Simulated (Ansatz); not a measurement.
**CuSn3 under changes of volume**

One of the cells (23.764 Å³/atom); the others are scaled copies at fixed shape and fractional positions:

```xyz
8
Lattice="6.6229 0.0000 0.0000 -3.3114 5.7356 0.0000 0.0000 0.0000 5.0048" Properties=species:S:1:pos:R:3 pbc="T T T"
Sn    0.0000    1.9769    1.2512
Sn   -1.5994    4.7471    1.2512
Sn    1.5994    4.7471    1.2512
Sn    3.3114    3.7586    3.7536
Sn    4.9108    0.9885    3.7536
Sn    1.7121    0.9885    3.7536
Cu    0.0000    3.8237    3.7536
Cu    3.3114    1.9119    1.2512
```

The cell comes from a database or a generator and needn't be the stable form of this composition.

- Program: Ansatz 0.2.0
- Functional: PBE
- Potentials or basis: Ansatz PAW
- Cutoff: 420 eV (not typed: the program's choice for these potentials)
- k mesh: 5 × 5 × 6
- Occupations: fermi-dirac, width 0.05 eV
- Spin: no spin polarisation

```csv
volume (Å³/atom),energy over the lowest point (meV/atom),pressure (GPa),largest force (eV/Å)
22.338,18.80,4.2,0.248
22.814,8.47,2.7,0.246
23.289,?,?,?
23.764,0.00,0.2,0.244
24.239,0.98,-0.8,0.243
24.715,4.94,-1.8,0.242
25.190,11.54,-2.6,0.241
```

What does the run at 23.289 Å³/atom give?

Energy over the lowest point 2.36 meV/atom; pressure 1.4 GPa; largest force 0.245 eV/Å.

Worked out: A Birch-Murnaghan fit of order 3 (a polynomial in V^(-2/3)) to the other rows has its minimum at 23.85 Å³/atom with B0 = V·E''(V) = 55 GPa and B' = 4.8 at fixed shape and positions, which overstates the stiffness. It gives 2.36 meV/atom at 23.289 Å³/atom, against the run's 2.36, and -dE/dV = 1.4 GPa, against 1.4.

Energies are extrapolated to zero smearing.
